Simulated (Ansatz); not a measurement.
Mg6CrCd, 8 atoms in the cell. It takes space group Amm2 (No. 38, orthorhombic). The conventional cell has a = 5.007 Å, b = 6.271 Å, c = 10.893 Å, α = 90.00°, β = 90.00°, γ = 90.00°. Around Cd (site symmetry mm2) lie 10 Mg at 3.10 to 3.15 Å and 2 Cr at 3.14 Å. Cr (site symmetry mm2) is surrounded by 10 Mg at 3.06 to 3.16 Å and 2 Cd at 3.14 Å. Mg (site symmetry mm2) is surrounded by 10 Mg at 3.10 to 3.14 Å and 2 Cd at 3.10 Å. Mg (site symmetry mm2) has 2 Cr at 3.06 Å and 10 Mg at 3.07 to 3.22 Å as nearest neighbours. Around Mg (site symmetry m) lie 8 Mg at 3.06 to 3.22 Å and 2 Cr at 3.07 Å and 2 Cd at 3.10 Å. Around Mg (site symmetry m) lie 8 Mg at 3.10 to 3.16 Å and 2 Cr at 3.13 to 3.16 Å and 2 Cd at 3.13 to 3.15 Å. The cell comes from a database or a generator and needn't be the stable form of this composition.

```yaml
Program: Ansatz 0.2.0
Task: single point
Functional: LDA
Potentials_or_basis: Ansatz PAW
Cutoff: "420 eV (not typed: the program's choice for these potentials)"
k_mesh: 6 × 5 × 5
Occupations: gaussian, width 0.1 eV
Spin: collinear spin, ferromagnetic start
Starting_moments: "[0.0, 3.0, 0.0, 0.0, 0.0, 0.0, 0.0, 0.0] μB"
```

Potentials or basis: Ansatz PAW.

Command:

```bash
$ ansatz run input.yaml --threads 4 --pin off --max-ram 11264MiB --backend cpu --events-out ev --progress --plain --runs-dir out
```

Hardware: 4 threads of Arm Neoverse V1, with other jobs on the host.

Question: How long does it take, and how much memory?

Answer: Run time: 24 s on 4 threads of Arm Neoverse V1 (shared host), peak memory 0.81 GiB. Counts: scf iterations 11, plane waves 3377, k points 36, bands 59.
